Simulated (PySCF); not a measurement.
**A gas-phase reaction: AsH4PS2 + H2 → AsH3S2 + H3P**

Wanted: the reaction energy for `P[As](S)S` + `[H][H]` → `S[AsH]S` + `P`.

Computed with PySCF 2.14.0; each step states its level. No surroundings beyond the atoms listed, unless a continuum is named. Atoms count from 0, parts from 1.

### 1 Starting point

Each species was relaxed by itself at PBE0-D3(BJ)/def2-SVPD.

### 2 Energies of the species: wB97M-D3(BJ)/def2-TZVPD

What the job is given:

```
{"job": {"kind": "react", "xc": "wB97M-D3(BJ)", "basis": "def2-TZVPD"}, "charge": 0, "multiplicity": 1}
-1 AsH4PS2 charge 0 multiplicity 1
P     -0.452420     1.377410    -1.102650
As     0.498710    -0.125420     0.416540
S      0.397830    -1.812890    -1.089650
S     -1.452000    -0.314290     1.549880
H     -0.291490     2.486710    -0.216490
H      0.793260     1.608900    -1.763180
H      1.361810    -2.539620    -0.480360
H     -0.859680    -0.748980     2.685140

-1 H2 charge 0 multiplicity 1
H      0.380200    -0.003980    -0.008030
H     -0.380200     0.003980     0.008030

+1 AsH3S2 charge 0 multiplicity 1
S      1.708630     0.305680    -0.703400
As    -0.325160     0.781810     0.155730
S     -1.025160    -1.173020     1.044300
H      1.267980     0.305360    -1.980970
H      0.298960     1.196480     1.481500
H     -1.913010    -1.409280     0.053280

+1 H3P charge 0 multiplicity 1
P      0.004600     0.001880     0.565770
H     -0.433740     1.125480    -0.198800
H      1.179600    -0.177790    -0.225620
H     -0.755810    -0.923480    -0.211860
```

Method: wB97M-D3(BJ)/def2-TZVPD reaction energy of separated species, gas phase.

Run with:

```sh
OMP_NUM_THREADS=1 python cluster_run.py task.json out
```

This one command runs all jobs of the session in turn.

Standard output:

```text
species 1 (AsH4PS2)
coarse grid: 36264 points
cycle   1  E = -3376.1838559219  dE = -6.259e-01  |g| = 5.276e-01  |ddm| = 2.297e+00
cycle   2  E = -3376.2012273829  dE = -1.737e-02  |g| = 5.202e-01  |ddm| = 7.121e-01
cycle   3  E = -3376.2422985191  dE = -4.107e-02  |g| = 4.108e-02  |ddm| = 3.549e-01
cycle   4  E = -3376.2429083072  dE = -6.098e-04  |g| = 1.442e-02  |ddm| = 6.393e-02
cycle   5  E = -3376.2430333335  dE = -1.250e-04  |g| = 5.781e-03  |ddm| = 2.975e-02
cycle   6  E = -3376.2430566092  dE = -2.328e-05  |g| = 1.811e-03  |ddm| = 1.305e-02
cycle   7  E = -3376.2430598433  dE = -3.234e-06  |g| = 6.492e-04  |ddm| = 5.834e-03
final grid: 69984 points
cycle   8  E = -3376.2430659828  dE = -5.020e-07  |g| = 4.075e-04  |ddm| = 4.112e-03
cycle   9  E = -3376.2430660808  dE = -9.793e-08  |g| = 3.131e-04  |ddm| = 1.212e-03
cycle  10  E = -3376.2430661141  dE = -3.335e-08  |g| = 9.028e-05  |ddm| = 3.522e-04
cycle  11  E = -3376.2430661277  dE = -1.358e-08  |g| = 5.026e-05  |ddm| = 4.846e-04
cycle  12  E = -3376.2430661287  dE = -1.027e-09  |g| = 6.427e-06  |ddm| = 1.239e-04
cycle  13  E = -3376.2430661287  dE = -1.637e-11  |g| = 2.288e-06  |ddm| = 2.502e-05
converged SCF energy = -3376.2430661287

species 2 (H2)
coarse grid: 4944 points
cycle   1  E = -1.1694182457  dE = -2.751e-01  |g| = 9.866e-03  |ddm| = 4.504e-01
cycle   2  E = -1.1694524927  dE = -3.425e-05  |g| = 1.161e-03  |ddm| = 9.676e-03
cycle   3  E = -1.1694531749  dE = -6.822e-07  |g| = 1.815e-04  |ddm| = 1.918e-03
final grid: 10744 points
cycle   4  E = -1.1694518022  dE = -2.407e-08  |g| = 4.114e-05  |ddm| = 3.870e-04
cycle   5  E = -1.1694518035  dE = -1.270e-09  |g| = 9.629e-06  |ddm| = 9.176e-05
cycle   6  E = -1.1694518035  dE = -7.529e-11  |g| = 3.020e-07  |ddm| = 2.872e-05
converged SCF energy = -1.1694518035

species 3 (AsH3S2)
coarse grid: 27384 points
cycle   1  E = -3034.1774640370  dE = -6.881e-01  |g| = 4.950e-01  |ddm| = 1.977e+00
cycle   2  E = -3034.1952857105  dE = -1.782e-02  |g| = 4.722e-01  |ddm| = 6.391e-01
cycle   3  E = -3034.2253012583  dE = -3.002e-02  |g| = 3.214e-02  |ddm| = 3.060e-01
cycle   4  E = -3034.2256652686  dE = -3.640e-04  |g| = 1.057e-02  |ddm| = 4.501e-02
cycle   5  E = -3034.2257398269  dE = -7.456e-05  |g| = 4.888e-03  |ddm| = 2.178e-02
cycle   6  E = -3034.2257551765  dE = -1.535e-05  |g| = 1.206e-03  |ddm| = 1.006e-02
cycle   7  E = -3034.2257571587  dE = -1.982e-06  |g| = 3.739e-04  |ddm| = 4.658e-03
final grid: 52688 points
cycle   8  E = -3034.2257888775  dE = -2.094e-07  |g| = 2.331e-04  |ddm| = 2.283e-03
cycle   9  E = -3034.2257889217  dE = -4.424e-08  |g| = 1.662e-04  |ddm| = 6.934e-04
cycle  10  E = -3034.2257889323  dE = -1.059e-08  |g| = 6.177e-05  |ddm| = 2.024e-04
cycle  11  E = -3034.2257889385  dE = -6.232e-09  |g| = 2.986e-05  |ddm| = 3.017e-04
cycle  12  E = -3034.2257889389  dE = -3.283e-10  |g| = 3.034e-06  |ddm| = 6.547e-05
converged SCF energy = -3034.2257889389

species 4 (H3P)
coarse grid: 13832 points
cycle   1  E = -343.1841363821  dE = -2.460e-01  |g| = 1.211e-01  |ddm| = 1.208e+00
cycle   2  E = -343.1894625547  dE = -5.326e-03  |g| = 4.180e-02  |ddm| = 1.263e-01
cycle   3  E = -343.1899673034  dE = -5.047e-04  |g| = 7.772e-03  |ddm| = 4.179e-02
cycle   4  E = -343.1900205445  dE = -5.324e-05  |g| = 3.303e-03  |ddm| = 1.750e-02
cycle   5  E = -343.1900254826  dE = -4.938e-06  |g| = 7.023e-04  |ddm| = 5.919e-03
final grid: 28048 points
cycle   6  E = -343.1900112242  dE = -3.027e-07  |g| = 3.836e-04  |ddm| = 1.521e-03
cycle   7  E = -343.1900112699  dE = -4.569e-08  |g| = 1.760e-04  |ddm| = 6.504e-04
cycle   8  E = -343.1900112775  dE = -7.664e-09  |g| = 4.168e-05  |ddm| = 1.949e-04
cycle   9  E = -343.1900112794  dE = -1.831e-09  |g| = 2.139e-06  |ddm| = 1.360e-04
cycle  10  E = -343.1900112794  dE = -7.560e-12  |g| = 6.947e-07  |ddm| = 6.058e-06
converged SCF energy = -343.1900112794

Reaction energy = -0.466 kcal/mol
```

Run time: 65 s. Hardware: 1 thread of Arm Neoverse N1, shared host; peak memory 0.8 GiB.

Species by species (with the dispersion term, which the log's SCF energies lack):

| ν | species | energy (Eh) | HOMO (eV) |
| --- | --- | --- | --- |
| -1 | P[As](S)S | -3376.25461 | -9.18 |
| -1 | [H][H] | -1.16967 | -14.48 |
| +1 | S[AsH]S | -3034.23274 | -9.45 |
| +1 | P | -343.19228 | -10.17 |

### 3 Reaction energy: PBE0-D3(BJ)/def2-TZVPD

Same as in step 2 but for these lines:

```diff
@@ -1,2 +1,2 @@
-{"job": {"kind": "react", "xc": "wB97M-D3(BJ)", "basis": "def2-TZVPD"}, "charge": 0, "multiplicity": 1}
+{"job": {"kind": "react", "xc": "PBE0", "basis": "def2-TZVPD", "disp": "d3bj"}, "charge": 0, "multiplicity": 1}
 -1 AsH4PS2 charge 0 multiplicity 1
```

With the program's defaults for keys left out, this is: PBE0-D3(BJ)/def2-TZVPD reaction energy of separated species, gas phase.

Standard output:

```text
species 1 (AsH4PS2)
coarse grid: 36264 points
cycle   1  E = -3375.3846796593  dE = -5.717e-01  |g| = 5.017e-01  |ddm| = 2.317e+00
cycle   2  E = -3375.3466056114  dE =  3.807e-02  |g| = 6.442e-01  |ddm| = 8.123e-01
cycle   3  E = -3375.4195459730  dE = -7.294e-02  |g| = 9.190e-02  |ddm| = 5.373e-01
cycle   4  E = -3375.4220218129  dE = -2.476e-03  |g| = 2.959e-02  |ddm| = 1.179e-01
cycle   5  E = -3375.4223192600  dE = -2.974e-04  |g| = 5.730e-03  |ddm| = 3.195e-02
cycle   6  E = -3375.4223272021  dE = -7.942e-06  |g| = 2.493e-03  |ddm| = 6.819e-03
final grid: 69984 points
cycle   7  E = -3375.4223473989  dE =  1.407e-06  |g| = 3.330e-03  |ddm| = 5.531e-03
cycle   8  E = -3375.4223442185  dE =  3.180e-06  |g| = 4.598e-03  |ddm| = 6.842e-03
cycle   9  E = -3375.4223507762  dE = -6.558e-06  |g| = 4.738e-04  |ddm| = 4.092e-03
cycle  10  E = -3375.4223508162  dE = -4.005e-08  |g| = 4.374e-05  |ddm| = 3.901e-04
cycle  11  E = -3375.4223508169  dE = -6.175e-10  |g| = 1.101e-05  |ddm| = 4.999e-05
converged SCF energy = -3375.4223508169

species 2 (H2)
coarse grid: 1240 points
cycle   1  E = -1.1670612848  dE = -2.327e-01  |g| = 2.266e-02  |ddm| = 4.588e-01
cycle   2  E = -1.1672487081  dE = -1.874e-04  |g| = 3.232e-03  |ddm| = 1.896e-02
cycle   3  E = -1.1672531637  dE = -4.456e-06  |g| = 9.770e-05  |ddm| = 2.761e-03
final grid: 10744 points
cycle   4  E = -1.1681369741  dE = -1.930e-06  |g| = 2.740e-04  |ddm| = 1.572e-03
cycle   5  E = -1.1681370024  dE = -2.827e-08  |g| = 3.988e-05  |ddm| = 2.445e-04
cycle   6  E = -1.1681370030  dE = -6.317e-10  |g| = 1.263e-06  |ddm| = 3.104e-05
converged SCF energy = -1.1681370030

species 3 (AsH3S2)
coarse grid: 27384 points
cycle   1  E = -3033.5412142751  dE = -6.234e-01  |g| = 4.787e-01  |ddm| = 1.998e+00
cycle   2  E = -3033.5165920627  dE =  2.462e-02  |g| = 5.838e-01  |ddm| = 7.352e-01
cycle   3  E = -3033.5727305399  dE = -5.614e-02  |g| = 6.714e-02  |ddm| = 4.672e-01
cycle   4  E = -3033.5740224876  dE = -1.292e-03  |g| = 1.991e-02  |ddm| = 8.436e-02
cycle   5  E = -3033.5741591954  dE = -1.367e-04  |g| = 3.430e-03  |ddm| = 2.073e-02
cycle   6  E = -3033.5741621253  dE = -2.930e-06  |g| = 1.520e-03  |ddm| = 3.918e-03
final grid: 52688 points
cycle   7  E = -3033.5742213685  dE =  3.517e-07  |g| = 1.887e-03  |ddm| = 3.126e-03
cycle   8  E = -3033.5742206493  dE =  7.191e-07  |g| = 2.440e-03  |ddm| = 3.592e-03
cycle   9  E = -3033.5742224962  dE = -1.847e-06  |g| = 2.289e-04  |ddm| = 2.083e-03
cycle  10  E = -3033.5742225054  dE = -9.272e-09  |g| = 1.962e-05  |ddm| = 1.807e-04
cycle  11  E = -3033.5742225056  dE = -1.264e-10  |g| = 4.379e-06  |ddm| = 2.455e-05
converged SCF energy = -3033.5742225056

species 4 (H3P)
coarse grid: 3488 points
cycle   1  E = -343.0138272148  dE = -1.943e-01  |g| = 9.941e-02  |ddm| = 1.199e+00
cycle   2  E = -343.0153438775  dE = -1.517e-03  |g| = 5.338e-02  |ddm| = 1.583e-01
cycle   3  E = -343.0162813600  dE = -9.375e-04  |g| = 2.064e-02  |ddm| = 8.365e-02
cycle   4  E = -343.0163701375  dE = -8.878e-05  |g| = 1.659e-03  |ddm| = 1.900e-02
cycle   5  E = -343.0163708155  dE = -6.780e-07  |g| = 2.707e-04  |ddm| = 2.381e-03
final grid: 28048 points
cycle   6  E = -343.0163958055  dE = -5.740e-06  |g| = 3.100e-03  |ddm| = 1.710e-02
cycle   7  E = -343.0163963161  dE = -5.107e-07  |g| = 2.405e-03  |ddm| = 5.057e-03
cycle   8  E = -343.0163974525  dE = -1.136e-06  |g| = 1.216e-04  |ddm| = 2.490e-03
cycle   9  E = -343.0163974581  dE = -5.553e-09  |g| = 2.167e-05  |ddm| = 1.185e-04
cycle  10  E = -343.0163974582  dE = -1.608e-10  |g| = 4.148e-06  |ddm| = 2.415e-05
converged SCF energy = -343.0163974582

Reaction energy = 1.951 kcal/mol
```

It took 35 s on 1 thread of Arm Neoverse N1, shared host; peak memory 0.72 GiB.

Reaction energy at this level: 1.95 kcal/mol.

### 4 Side by side

Energies in kcal/mol, with wall time:

| run | reaction | time |
| --- | --- | --- |
| wB97M-D3(BJ)/def2-TZVPD | -0.47 | 65 s |
| PBE0-D3(BJ)/def2-TZVPD | 1.95 | 35 s |

### 5 Results

| quantity | value |
| --- | --- |
| reaction energy (wB97M-D3(BJ)/def2-TZVPD) | -0.47 kcal/mol |
| ΔH, ΔG at 298 K (xTB thermal terms) | +1.8, +0.0 kcal/mol |
| range of the reaction energy over the runs of this table | -0.47 to 1.95 kcal/mol |

The reaction is endothermic by 1.8 kcal/mol in the gas phase; dispersion gives +1.59, and xTB itself gave -4.42 for the electronic energy (xTB energies and thermal terms come from the earlier relaxation of each species, not shown). No barrier was sought. The reaction energy runs from -0.47 (wB97M-D3(BJ)/def2-TZVPD) to 1.95 kcal/mol (PBE0-D3(BJ)/def2-TZVPD). The runs differ in sign, so the sign is not settled.
